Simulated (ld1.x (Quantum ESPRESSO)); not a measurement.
# Pseudopotential generation for copper: TM, PBE

Do these settings give a usable potential? It is generated, then checked for transferability, scattering, ghosts and hardness.

Method: ld1.x (Quantum ESPRESSO) 7.5, PBE, scalar-relativistic.

### 1 The atom and the settings

Typed settings, in words:

- element: copper (Cu, Z = 29)
- type: norm-conserving Troullier–Martins (Kleinman–Bylander form)
- frozen core: [Ar]
- valence charge: 11
- reference configuration: 3d9 4s2 4p0
- partial waves: 4s (bound): rc 1.70 bohr; 4p (bound, empty): rc 2.35 bohr; 3d (bound): rc 1.05 bohr
- local potential: all-electron potential smoothed inside 0.80 bohr (lloc = -2)
- core correction: not asked for

The outer shells as boxes (Hund's rule for the drawing; the calculation is spin-unpolarised):

```
[Ar] core
3d [↑↓][↑↓][↑↓][↑↓][↑ ]
4s [↑↓]
4p [  ][  ][  ]
```

An earlier all-electron run gives the scale for the radii.

All-electron outer shells of the reference configuration (PBE, scalar-relativistic, ld1.x):

```
shell  level (eV)  outermost node (bohr)  outermost maximum (bohr)
   3s     -120.00                   0.29                      0.61
   3p      -77.31                   0.26                      0.62
   3d       -9.52                      –                      0.60
   4s       -5.81                   0.88                      2.16
   4p       -1.17                   0.96                      3.14
```

### 2 The generation run

File Cu.in:

```
 &input
   title='Cu', zed=29., rel=1, dft='PBE', iswitch=3,
   config='[Ar] 3d9 4s2 4p0',
   nld=3, rlderiv=2.55, eminld=-3.0, emaxld=5.0, deld=0.02
 /
 &inputp
   pseudotype=2, tm=.true., lloc=-2, rcloc=0.80,
   nlcc=.false.,
   file_pseudopw='Cu.UPF', file_wfcaegen='ae.wfc', file_wfcncgen='nc.wfc', file_beta='beta', file_chi='chi'
 /
3
4S  1  0   2.00   0.00  1.70  1.70  0.0
4P  2  1   0.00   0.00  2.35  2.35  0.0
3D  3  2   9.00   0.00  1.05  1.05  0.0
 &test
   configts(1)='3d9 4s2 4p0'
 /
```

The run is started by

```sh
$ ld1.x < Cu.in > Cu.out
```

Output in Cu.out (without the banner and most projector matrices):

```text
     Program LD1 v.7.5
     --------------------------- All-electron run ----------------------------

     Cu
     scalar relativistic calculation

     atomic number is 29.00
     dft =PBE   lsd =0 sic =0 latt =0  beta=0.20 tr2=1.0E-14
     Exchange-correlation= PBE
                           (   1   4   3   4   0   0   0)
     mesh =1199 r(mesh) = 100.25372 a.u. xmin = -7.00 dx = 0.01250
     1 Ry =  13.60569312 eV, c = 137.03599908

     n l     nl                  e(Ry)          e(Ha)          e(eV)
     1 0     1S 1( 2.00)      -650.9315      -325.4658     -8856.3746
     2 0     2S 1( 2.00)       -78.5156       -39.2578     -1068.2594
     2 1     2P 1( 6.00)       -67.8175       -33.9088      -922.7042
     3 0     3S 1( 2.00)        -8.8196        -4.4098      -119.9971
     3 1     3P 1( 6.00)        -5.6820        -2.8410       -77.3069
     3 2     3D 1( 9.00)        -0.6996        -0.3498        -9.5183
     4 0     4S 1( 2.00)        -0.4272        -0.2136        -5.8119
     4 1     4P 1( 0.00)        -0.0861        -0.0430        -1.1713

     final scf error:  9.0E-15 reached in  29 iterations

     Etot =   -3309.556741 Ry,   -1654.778371 Ha,  -45028.813395 eV

     Ekin =    3358.840849 Ry,    1679.420424 Ha,   45699.357834 eV
     Encl =   -7958.952201 Ry,   -3979.476100 Ha, -108287.061223 eV
     Eh   =    1425.144548 Ry,     712.572274 Ha,   19390.079376 eV
     Exc  =    -134.589937 Ry,     -67.294969 Ha,   -1831.189383 eV

     normalization and overlap integrals

     s(1S/1S) =  1.000000  <r> =   0.0521  <r2> =    0.0037  r(max) =   0.0341
     s(2S/2S) =  1.000000  <r> =   0.2352  <r2> =    0.0653  r(max) =   0.1960
     s(2P/2P) =  1.000000  <r> =   0.2064  <r2> =    0.0523  r(max) =   0.1585
     s(3S/3S) =  1.000000  <r> =   0.7092  <r2> =    0.5813  r(max) =   0.6112
     s(3P/3P) =  1.000000  <r> =   0.7444  <r2> =    0.6548  r(max) =   0.6189
     s(3D/3D) =  1.000000  <r> =   0.9582  <r2> =    1.2493  r(max) =   0.5961
     s(4S/4S) =  1.000000  <r> =   2.7280  <r2> =    8.7392  r(max) =   2.1602
     s(4P/4P) =  1.000000  <r> =   4.3592  <r2> =   23.3400  r(max) =   3.1431

     ------------------------ End of All-electron run ------------------------

     --------------------- Generating NC pseudopotential ---------------------

      Generating local potential from pseudized AE potential:
      Matching radius rcloc =   0.8000
      Enforcing V''(0)=0 (lloc=-2)

      Local pseudo, rcloc= 0.805 Estimated cut-off energy=    48.40 Ry

      Wfc   4S  rcut= 1.704  Using Troullier-Martins method

      Wfc   4P  rcut= 2.358  Using Troullier-Martins method

      Wfc   3D  rcut= 1.059  Using Troullier-Martins method

     ------------------- End of pseudopotential generation -------------------

     [... the all-electron block is printed once more ...]


     Computing logarithmic derivative in   2.55736
     Computing logarithmic derivative in   2.55736
     Computing the partial wave expansion
     R is outside the sphere for l=    0 j= 0.00
     R is outside the sphere for l=    1 j= 0.00
     R is outside the sphere for l=    2 j= 0.00

     ---------------------- Testing the pseudopotential ----------------------

     Cu
     scalar relativistic calculation

     atomic number is 29.00   valence charge is 11.00
     dft =PBE   lsd =0 sic =0 latt =0  beta=0.20 tr2=1.0E-14
     mesh =1199 r(mesh) = 100.25372 xmin = -7.00 dx = 0.01250

     n l     nl             e AE (Ry)        e PS (Ry)    De AE-PS (Ry)
     3 2     3D   1( 9.00)       -0.69958       -0.69959        0.00001
     1 0     4S   1( 2.00)       -0.42717       -0.42717        0.00000
     2 1     4P   1( 0.00)       -0.08609       -0.08609       -0.00000

     eps = 9.2E-15  iter = 16

     Etot =   -3309.556741 Ry,   -1654.778371 Ha,  -45028.813395 eV
     Etotps =   -97.822721 Ry,     -48.911361 Ha,   -1330.945925 eV

     Ekin =     154.618978 Ry,      77.309489 Ha,    2103.698363 eV
     Encl =    -284.305180 Ry,    -142.152590 Ha,   -3868.169035 eV
     Ehrt =      95.210086 Ry,      47.605043 Ha,    1295.399215 eV
     Ecxc =     -15.313831 Ry,      -7.656916 Ha,    -208.355289 eV
     Epseu=     -48.032774 Ry,     -24.016387 Ha,    -653.519180 eV

     ---------------------- End of pseudopotential test ----------------------
```

Wall time 1.2 s (1 thread of Neoverse-V2, shared host). (Generation and the later configuration tests together.)

Partial waves on a coarse radial grid (AE all-electron, PS pseudo):

| r (bohr) | 4s AE | 4s PS | 3d AE | 3d PS |
| --- | --- | --- | --- | --- |
| 0.118 | 0.1341 | 0.0190 | 0.1532 | 0.0461 |
| 0.235 | 0.0871 | 0.0387 | 0.5104 | 0.2944 |
| 0.353 | -0.1349 | 0.0603 | 0.8049 | 0.6939 |
| 0.470 | -0.2616 | 0.0844 | 0.9625 | 0.9999 |
| 0.588 | -0.2639 | 0.1125 | 1.0094 | 1.0905 |
| 0.705 | -0.1837 | 0.1453 | 0.9861 | 1.0334 |
| 0.822 | -0.0646 | 0.1843 | 0.9269 | 0.9389 |
| 0.940 | 0.0657 | 0.2308 | 0.8518 | 0.8525 |
| 1.058 | 0.1900 | 0.2849 | 0.7730 | 0.7730 |
| 1.175 | 0.2996 | 0.3453 | 0.6970 | 0.6970 |
| 1.292 | 0.3926 | 0.4095 | 0.6261 | 0.6261 |
| 1.410 | 0.4694 | 0.4734 | 0.5607 | 0.5607 |
| 1.528 | 0.5301 | 0.5305 | 0.5017 | 0.5017 |
| 1.645 | 0.5760 | 0.5760 | 0.4493 | 0.4493 |
| 1.763 | 0.6097 | 0.6097 | 0.4021 | 0.4021 |
| 1.880 | 0.6324 | 0.6324 | 0.3604 | 0.3604 |
| 1.998 | 0.6460 | 0.6460 | 0.3229 | 0.3229 |
| 2.115 | 0.6518 | 0.6518 | 0.2898 | 0.2898 |
| 2.232 | 0.6512 | 0.6512 | 0.2603 | 0.2603 |
| 2.350 | 0.6453 | 0.6453 | 0.2336 | 0.2336 |
| 2.468 | 0.6349 | 0.6349 | 0.2099 | 0.2099 |
| 2.585 | 0.6211 | 0.6211 | 0.1888 | 0.1888 |
| 2.702 | 0.6045 | 0.6045 | 0.1698 | 0.1698 |
| 2.820 | 0.5857 | 0.5857 | 0.1527 | 0.1527 |
| 2.938 | 0.5652 | 0.5652 | 0.1374 | 0.1374 |
| 3.055 | 0.5437 | 0.5437 | 0.1237 | 0.1237 |

### 3 Testing the new file in other configurations

File Cu.test.in:

```
 &input
   title='Cu', zed=29., rel=1, dft='PBE', iswitch=2,
   config='[Ar] 3d9 4s2 4p0'
 /
 &test
   file_pseudo='Cu.UPF', nconf=8,
   configts(1)='3d9 4s2 4p0',
   configts(2)='3d10 4s1 4p0',
   configts(3)='3d10 4s0 4p0',
   configts(4)='3d9 4s0 4p0',
   configts(5)='3d7 4s0 4p0',
   configts(6)='3d9 4s1 4p1',
   configts(7)='3d10 4s0.5 4p0',
   configts(8)='3d9 4s1 4p0'
 /
```

The run is started by

```sh
$ ld1.x < Cu.test.in > Cu.test.out
```

Cu.test.out, the pseudopotential blocks, each with the warnings that came before it:

```text
     ---------------------- Testing the pseudopotential ----------------------

     Cu
     scalar relativistic calculation

     atomic number is 29.00   valence charge is 11.00
     dft =PBE   lsd =0 sic =0 latt =0  beta=0.20 tr2=1.0E-14
     mesh =1199 r(mesh) = 100.25372 xmin = -7.00 dx = 0.01250

     n l     nl             e AE (Ry)        e PS (Ry)    De AE-PS (Ry)
     3 2     3D   1( 9.00)       -0.69958       -0.69959        0.00001
     1 0     4S   1( 2.00)       -0.42717       -0.42717        0.00000
     2 1     4P   1( 0.00)       -0.08609       -0.08609       -0.00000

     eps = 4.5E-15  iter = 11

     Etot =   -3309.556741 Ry,   -1654.778371 Ha,  -45028.813395 eV
     Etotps =   -97.822721 Ry,     -48.911360 Ha,   -1330.945917 eV

     Ekin =     154.618978 Ry,      77.309489 Ha,    2103.698367 eV
     Encl =    -284.305180 Ry,    -142.152590 Ha,   -3868.169029 eV
     Ehrt =      95.210086 Ry,      47.605043 Ha,    1295.399212 eV
     Ecxc =     -15.313831 Ry,      -7.656916 Ha,    -208.355288 eV
     Epseu=     -48.032774 Ry,     -24.016387 Ha,    -653.519179 eV

     ---------------------- End of pseudopotential test ----------------------

     Warning: n=2, l=1 expected 0 nodes, found 1
     ---------------------- Testing the pseudopotential ----------------------

     Cu
     [...]
     n l     nl             e AE (Ry)        e PS (Ry)    De AE-PS (Ry)
     3 2     3D   1(10.00)       -0.37027       -0.36439       -0.00588  !
     1 0     4S   1( 1.00)       -0.33878       -0.34259        0.00381
     2 1     4P   1( 0.00)       -0.05121       -0.05121        0.00000

     eps = 7.9E-15  iter = 35

     Etot =   -3309.701531 Ry,   -1654.850765 Ha,  -45030.783357 eV
     Etotps =   -97.961312 Ry,     -48.980656 Ha,   -1332.831551 eV
     dEtot_ae =      -0.144790 Ry
     dEtot_ps =      -0.138592 Ry,   Delta E=      -0.006198 Ry

     [...]
     ---------------------- End of pseudopotential test ----------------------

     ---------------------- Testing the pseudopotential ----------------------

     Cu
     [...]
     n l     nl             e AE (Ry)        e PS (Ry)    De AE-PS (Ry)
     3 2     3D   1(10.00)       -1.00387       -0.99319       -0.01068  !
     1 0     4S   1( 0.00)       -0.87409       -0.87877        0.00469
     2 1     4P   1( 0.00)       -0.48142       -0.48560        0.00418

     eps = 6.8E-15  iter = 10

     Etot =   -3309.102669 Ry,   -1654.551334 Ha,  -45022.635421 eV
     Etotps =   -97.357857 Ry,     -48.678928 Ha,   -1324.621120 eV
     dEtot_ae =       0.454073 Ry
     dEtot_ps =       0.464864 Ry,   Delta E=      -0.010791 Ry

     [...]
     ---------------------- End of pseudopotential test ----------------------

     ---------------------- Testing the pseudopotential ----------------------

     Cu
     [...]
     n l     nl             e AE (Ry)        e PS (Ry)    De AE-PS (Ry)
     3 2     3D   1( 9.00)       -2.17762       -2.16308       -0.01455  !
     1 0     4S   1( 0.00)       -1.64243       -1.63643       -0.00600  !
     2 1     4P   1( 0.00)       -1.12816       -1.15230        0.02414  !

     eps = 1.2E-17  iter =  9

     Etot =   -3307.534761 Ry,   -1653.767381 Ha,  -45001.302955 eV
     Etotps =   -95.803717 Ry,     -47.901859 Ha,   -1303.475978 eV
     dEtot_ae =       2.021980 Ry
     dEtot_ps =       2.019003 Ry,   Delta E=       0.002977 Ry

     [...]
     ---------------------- End of pseudopotential test ----------------------

     Warning: n=1, l=0 expected 0 nodes, found 1
     ---------------------- Testing the pseudopotential ----------------------

     Cu
     [...]
     n l     nl             e AE (Ry)        e PS (Ry)    De AE-PS (Ry)
     3 2     3D   1( 7.00)       -5.21378       -5.26017        0.04639  !
     1 0     4S   1( 0.00)       -3.53893       -3.89422        0.35530  !
     2 1     4P   1( 0.00)       -2.81949       -2.81949        0.00000

     eps = 4.4E-15  iter = 10

     Etot =   -3300.278327 Ry,   -1650.139164 Ha,  -44902.574139 eV
     Etotps =   -88.532660 Ry,     -44.266330 Ha,   -1204.548206 eV
     dEtot_ae =       9.278414 Ry
     dEtot_ps =       9.290060 Ry,   Delta E=      -0.011646 Ry

     [...]
     ---------------------- End of pseudopotential test ----------------------

     ---------------------- Testing the pseudopotential ----------------------

     Cu
     [...]
     n l     nl             e AE (Ry)        e PS (Ry)    De AE-PS (Ry)
     3 2     3D   1( 9.00)       -0.85163       -0.84816       -0.00347
     1 0     4S   1( 1.00)       -0.52491       -0.52394       -0.00097
     2 1     4P   1( 1.00)       -0.15499       -0.15475       -0.00024

     eps = 7.0E-15  iter = 24

     Etot =   -3309.200967 Ry,   -1654.600483 Ha,  -45023.972836 eV
     Etotps =   -97.467171 Ry,     -48.733586 Ha,   -1326.108424 eV
     dEtot_ae =       0.355775 Ry
     dEtot_ps =       0.355549 Ry,   Delta E=       0.000225 Ry

     [...]
     ---------------------- End of pseudopotential test ----------------------

     ---------------------- Testing the pseudopotential ----------------------

     Cu
     [...]
     n l     nl             e AE (Ry)        e PS (Ry)    De AE-PS (Ry)
     3 2     3D   1(10.00)       -0.67108       -0.66348       -0.00760  !
     1 0     4S   1( 0.50)       -0.59517       -0.59984        0.00467
     2 1     4P   1( 0.00)       -0.25132       -0.25132        0.00000

     eps = 5.0E-15  iter = 23

     Etot =   -3309.469123 Ry,   -1654.734561 Ha,  -45027.621283 eV
     Etotps =   -97.726733 Ry,     -48.863366 Ha,   -1329.639935 eV
     dEtot_ae =       0.087619 Ry
     dEtot_ps =       0.095988 Ry,   Delta E=      -0.008369 Ry

     [...]
     ---------------------- End of pseudopotential test ----------------------

     ---------------------- Testing the pseudopotential ----------------------

     Cu
     [...]
     n l     nl             e AE (Ry)        e PS (Ry)    De AE-PS (Ry)
     3 2     3D   1( 9.00)       -1.38593       -1.38117       -0.00476
     1 0     4S   1( 1.00)       -0.99920       -0.99836       -0.00084
     2 1     4P   1( 0.00)       -0.56486       -0.56619        0.00133

     eps = 4.2E-15  iter = 28

     Etot =   -3308.850568 Ry,   -1654.425284 Ha,  -45019.205425 eV
     Etotps =   -97.116719 Ry,     -48.558359 Ha,   -1321.340275 eV
     dEtot_ae =       0.706173 Ry
     dEtot_ps =       0.706002 Ry,   Delta E=       0.000171 Ry

     [...]
     ---------------------- End of pseudopotential test ----------------------
```

Excitation and ionisation energies from 3d9 4s2 4p0, with the error of the potential. A star marks tests that logged a warning.

| valence configuration | charge | ΔE all-electron (eV) | error AE − PS (meV) |
| --- | --- | --- | --- |
| 3d10 4s1 4p0 * | 0 | -1.970 | -84 |
| 3d10 4s0 4p0 | +1 | 6.178 | -147 |
| 3d9 4s0 4p0 | +2 | 27.510 | +41 |
| 3d7 4s0 4p0 * | +4 | 126.239 | -158 |
| 3d9 4s1 4p1 | 0 | 4.841 | +3.1 |
| 3d10 4s0.5 4p0 | +0.5 | 1.192 | -114 |
| 3d9 4s1 4p0 | +1 | 9.608 | +2.3 |

### 4 Logarithmic derivatives

Taken from the files of the generation run. The phase is arctan(r·u′/u) with u = r·R, unwrapped, with energies in Ry. A pole is an energy at which the radial function vanishes at the test radius. The pseudo phase is shifted by a multiple of π to meet the all-electron one at the reference energy. Levels narrower than the energy grid can be missing from the poles. The last column is the largest difference on the grid between −1 and +1 Ry.

| channel | radius (bohr) | reference (Ry) | poles AE | poles PS | window around the reference with phases within 0.05 rad (Ry) | largest difference near zero (rad) |
| --- | --- | --- | --- | --- | --- | --- |
| s | 2.56 | -0.43 | 1.17 | 1.15 | below 3.1 | 0.003 |
| p | 2.56 | -0.09 | 2.25 | 0.42, 2.47 | below 0.2 | 3.071 |
| d | 2.56 | -0.70 | -0.62, 4.17 | -0.62, 4.22 | the whole range | 0.003 |

Phases (rad) along the scan:

| E (Ry) | p AE | p PS | d AE | d PS |
| --- | --- | --- | --- | --- |
| -3.00 | 1.328 | 1.325 | 1.354 | 1.354 |
| -2.52 | 1.302 | 1.299 | 1.335 | 1.335 |
| -2.04 | 1.266 | 1.263 | 1.309 | 1.310 |
| -1.56 | 1.212 | 1.209 | 1.269 | 1.269 |
| -1.08 | 1.124 | 1.120 | 1.166 | 1.166 |
| -0.60 | 0.947 | 0.943 | -1.609 | -1.609 |
| -0.12 | 0.476 | 0.476 | -1.878 | -1.878 |
| 0.36 | -0.584 | -0.779 | -2.004 | -2.003 |
| 0.84 | -1.182 | -4.253 | -2.207 | -2.205 |
| 1.32 | -1.398 | -4.503 | -2.699 | -2.688 |
| 1.80 | -1.506 | -4.619 | -3.677 | -3.660 |
| 2.28 | -1.575 | -4.691 | -4.253 | -4.244 |
| 2.76 | -1.629 | -4.743 | -4.478 | -4.472 |
| 3.24 | -1.679 | -4.789 | -4.591 | -4.587 |
| 3.72 | -1.733 | -4.835 | -4.662 | -4.658 |
| 4.20 | -1.802 | -4.888 | -4.715 | -4.710 |
| 4.68 | -1.910 | -4.959 | -4.760 | -4.755 |

### 5 Cutoff and ghost test in a Bessel basis

A separate test, outside the generator: the pseudo-atom's Hamiltonian at the reference potential is diagonalised in spherical Bessel functions j_l(qr) that vanish at 20 bohr, with q² up to the cutoff.

All-electron valence levels (Ry): 4s -0.4272, 4p -0.0861, 3d -0.6996. The lowest levels of each channel (Ry) by cutoff; the last column sums, over occupied levels, occupation times the distance from the level at 400 Ry. A positive value at high cutoff is not a bound level.

| cutoff (Ry) | s #1 | s #2 | p #1 | d #1 | f #1 | Σ f·Δε (mRy) |
| --- | --- | --- | --- | --- | --- | --- |
| 8 | -0.4194 | 0.0047 | -0.0854 | 0.0639 | 0.1138 | 6886.6 |
| 25 | -5.7138 | -0.4260 | -0.0861 | 0.0635 | 0.1138 | 6869.6 |
| 50 | -7.5651 | -0.4270 | -0.0861 | 0.0623 | 0.1138 | 6857.2 |
| 100 | -7.6498 | -0.4272 | -0.0861 | -0.3153 | 0.1138 | 3458.4 |
| 180 | -7.6521 | -0.4272 | -0.0861 | -0.6958 | 0.1138 | 33.5 |
| 200 | -7.6521 | -0.4272 | -0.0861 | -0.6989 | 0.1138 | 6.1 |
| 400 | -7.6522 | -0.4272 | -0.0861 | -0.6996 | 0.1138 | 0.0 |

The sum stays within 10 mRy from 200 Ry and within 1 mRy only somewhere over 300 Ry. The sum leaves out empty levels, which can need more. Ghost test: ghost state, bound below the all-electron valence or empty levels of the same l: s at -104.1 eV.

### 6 Summary of results

```
                                                quantity                                                      value
               cutoffs for 10 and 1 mRy, occupied levels                                     200 Ry and over 300 Ry
                                            bound ghosts                                            s at -104.11 eV
                            largest test error (AE − PS)  -158 meV, for 3d7 4s0 4p0 (one of 2 tests with a warning)
largest phase difference near zero energy, channels read                                                  3.071 rad
```

In words: It has a bound ghost (s), a state that the atom doesn't have, and that rules the file out. By total energies transferability is fair for so large an energy: the largest error is 158 meV on 126.2 eV, for 3d7 4s0 4p0. That test lies far up in energy; among those under 40 eV, nearer to bonding, the largest error is 147 meV. By its cutoff, 200 Ry for the looser tolerance, it is very hard. The tighter tolerance needs over 300 Ry, and converged work needs a cutoff nearer that. The slowest occupied level is 3d: taken alone it needs 200 Ry to come within 1 mRy, against 30 Ry for 4s. Of the channels read, p scatters worst near zero energy, by up to 3.07 rad. A step near π is an extra or missing state, not a misfit of shape. The pseudo curves have a pole with no partner nearby in the atom's: p at 0.42 Ry. At positive energy that is a spurious or a displaced resonance. These are tests on the free atom; a crystal test is still owed.
